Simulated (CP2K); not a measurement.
The system is Ba2Tl5V3O12.

```
CELL_PARAMETERS angstrom
9.31142 0.00000 0.00000
-0.26420 9.30767 0.00000
-1.40068 -1.44100 5.73760
ATOMIC_POSITIONS crystal
Ba 0.47917 0.52083 0.00000
Ba 0.79264 0.20736 0.00000
V 0.65694 0.94605 0.25735
V 0.05395 0.34306 0.74265
V 0.57442 0.42558 0.50000
Tl 0.49835 0.85629 0.63726
Tl 0.14371 0.50165 0.36274
Tl 0.01508 0.98492 0.50000
Tl 0.30964 0.12677 0.21892
Tl 0.87323 0.69036 0.78108
O 0.00390 0.26325 0.44275
O 0.59719 0.60676 0.67706
O 0.91333 0.42820 0.84635
O 0.52536 0.79943 0.20594
O 0.68766 0.41628 0.31356
O 0.09251 0.20316 0.88601
O 0.58372 0.31234 0.68644
O 0.79684 0.90749 0.11399
O 0.57180 0.08667 0.15365
O 0.20057 0.47464 0.79406
O 0.73675 0.99610 0.55725
O 0.39324 0.40281 0.32294
```

The cell was built by a generator and needn't be a form met in nature.

Base run:

- Program: CP2K 2026.2
- Functional: LDA
- Potentials or basis: GTH_POTENTIALS Ba GTH-PBE-q10, V GTH-PBE-q13, Tl GTH-PBE-q13, O GTH-PBE-q6; DZVP-MOLOPT-SR-GTH basis
- Density cutoff: 12245 eV
- k mesh: 3 × 3 × 4
- Occupations: fermi-dirac, width 0.05 eV
- Spin: collinear spin, ferromagnetic start
- Starting moments: [0.0, 0.0, 2.0, 2.0, 2.0, 0.0, 0.0, 0.0, 0.0, 0.0, 0.0, 0.0, 0.0, 0.0, 0.0, 0.0, 0.0, 0.0, 0.0, 0.0, 0.0, 0.0] μB

Its results: band gap on the k mesh 2.94 eV, indirect (least direct gap 2.96 eV); pressure -3.4 GPa; net moment 0.00 μB per cell; largest force 0.420 eV/Å.

**Question.** The run is repeated on the same cell with these changes: functional from LDA to PBE. What comes out?

**Answer.** Band gap on the k mesh 3.07 eV, indirect (least direct gap 3.09 eV); pressure 0.9 GPa; net moment 0.00 μB per cell; largest force 0.125 eV/Å.

PBE binds less tightly than LDA, so the same cell stands under more pressure.

Caveats: spin-orbit coupling is left out, which as a rule narrows the gap of such compounds by several tenths of an eV; an odd mesh through Γ misses points on the zone boundary, where band edges often lie; the basis of atomic orbitals isn't converged, which shifts pressures, moduli and gaps; the potentials were made for another functional, which shifts forces and pressure (some runs).

Not every run made on this cell is shown here.
